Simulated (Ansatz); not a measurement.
# AlBrCl2: up Jacob's ladder to CCSD(T)

An exercise on one series of results from a longer session: the logs are not shown, and one member is left open.

The runs use Ansatz 0.2.0, Gaussian basis; functionals in def2-TZVPP, the program's frozen cores in correlated methods.

Plan: LDA (SPW92), PBE-D4, revPBE-D4, BLYP-D4, r2SCAN-D4, B97M-V, PBE0-D4, B3LYP-D4, r2SCANh-D4, r2SCAN0-D4, HSE06-D4, BHLYP-D4, CAM-B3LYP-D4, LC-ωPBE, ωB97X-V, ωB97M-V, B2PLYP, PBE-QIDH; CCSD(T)/def2-SVP; CCSD(T)/def2-TZVPP; CCSD(T)/def2-QZVPP; extrapolation to the limit; RPA on PBE.

## The geometry

All runs share one geometry, relaxed beforehand with PBE0-D4 in a triple-zeta def2 set.

SMILES `[Cl][Al]([Cl])[Br]`, 4 atoms, charge 0, spin multiplicity 1.

Atoms are counted from 1 here; the program's logs count them from 0.

Bond lengths: Cl1–Al2 2.070 Å, Al2–Cl3 2.070 Å, Al2–Br4 2.225 Å. Angles: Cl1–Al2–Cl3 119.7°, Cl1–Al2–Br4 120.2°, Cl3–Al2–Br4 120.2°.

Set-up of the first run:

File in.yaml:

```yaml
crystal:
  periodic: [false, false, false]
  atoms:
    - {symbol: Cl, position_ang: [-0.005094, 0.383326, 2.045193]}
    - {symbol: Al, position_ang: [0.031433, -0.036397, 0.018182]}
    - {symbol: Cl, position_ang: [1.078489, -1.685277, -0.668218]}
    - {symbol: Br, position_ang: [-1.049229, 1.278049, -1.415457]}
basis:
  gaussian: {orbitals: def2-TZVPP}
hamiltonian: {xc: lda}
output: {orbitals: {seedname: orbitals}}
```

On the command line:

```console
ansatz run in.yaml --threads 2 --pin off --events-out ev --progress --plain --max-ram 32768MiB --backend cpu
```

Among the steps run: LDA; PBE-D4 (GGA); revPBE-D4 (GGA); BLYP-D4 (GGA); r2SCAN-D4 (meta-GGA); B97M-V (meta-GGA); B3LYP-D4 (hybrid); r2SCANh-D4 (hybrid); r2SCAN0-D4 (hybrid); HSE06-D4 (hybrid); BHLYP-D4 (hybrid); CAM-B3LYP-D4 (range-separated); LC-ωPBE (range-separated); ωB97X-V (range-separated); ωB97M-V (range-separated); B2PLYP (double hybrid); PBE-QIDH (double hybrid).

One table of the session follows, with a row left open; its other results are not shown here.

It belongs to the step «Frontier levels by functional». 

```
  functional  HOMO (eV)  LUMO (eV)  gap (eV)
 LDA (SPW92)      -7.80      -2.51      5.29
      PBE-D4      -7.64      -2.20      5.44
   revPBE-D4      -7.58      -2.05      5.53
     BLYP-D4      -7.44      -2.11      5.33
   r2SCAN-D4      -7.99      -1.78      6.22
      B97M-V      -8.04      -1.85      6.19
     PBE0-D4      -8.96      -1.36      7.60
    B3LYP-D4          ?          ?         ?
  r2SCANh-D4      -8.47      -1.51      6.96
  r2SCAN0-D4      -9.20      -1.12      8.08
    HSE06-D4      -8.57      -1.73      6.83
    BHLYP-D4     -10.10      -0.52      9.58
CAM-B3LYP-D4     -10.28      -0.41      9.87
     LC-ωPBE     -11.72       0.83     12.55
     ωB97X-V     -11.33       0.68     12.01
     ωB97M-V     -11.17       0.39     11.56
```

Q: Estimate the row for B3LYP-D4 from the others.

Worked estimate for «HOMO (eV)». Against the share of exact exchange, BLYP-D4 (0, -7.44), BHLYP-D4 (0.5, -10.10) give a slope of -5.32 per unit share; at 0.2 the line stands at -8.50.

The run gave: HOMO (eV): -8.67; LUMO (eV): -1.62; gap (eV): 7.05. In «HOMO (eV)» the line misses by +0.17.
